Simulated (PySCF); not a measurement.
# Cl2Co2F4 ([FClCo(mu-F)2CoFCl]2-): the cost of one run

Computed with PySCF 2.14.0 and routines of our own; the level stands in each step. Atoms count from 0.

### Step 1. The starting structure

8 atoms, charge -2, high-spin multiplicity 7; geometry from: idealised, bond lengths from ionic radii.

The system (edge-sharing dimer): [FClCo(mu-F)2CoFCl]2-. The metals (Co(II), Co(II)) are 3.01 Å apart; the bridge angle is 100°; the spin sites are atom 0 (3 unpaired) and atom 1 (3 unpaired).

### Step 2. Magnetic exchange: PBE0/def2-SVP in water

What the job is given:

```
{"job": {"kind": "bs", "xc": "PBE0", "basis": "def2-SVP", "grid": 1, "solvent": "water"}, "charge": -2, "high_spin_multiplicity": 7, "spin_sites": [[[0], 3], [[1], 3]]}
Co    -1.502800     0.000000    -0.000000
Co     1.502800     0.000000    -0.000000
F      0.000000     1.258800    -0.000000
F      0.000000    -1.258800     0.000000
F     -2.555600     0.000000     1.569600
Cl    -2.795100    -0.000000    -1.926800
F      2.555600    -0.000000    -1.569600
Cl     2.795100     0.000000     1.926800
```

With the program's defaults for keys left out, this is: PBE0/def2-SVP high-spin and broken-symmetry single points, IEF-PCM water.

Run with:

```bash
$ OMP_NUM_THREADS=1 python exch_run.py task.json out
```

One launch serves the whole session: the jobs run in the order shown.

**Question.** How long does this first job take on 1 thread of Arm Neoverse V2, shared host, and how much memory does it need?

About 46 s, with a peak of 0.55 GiB.
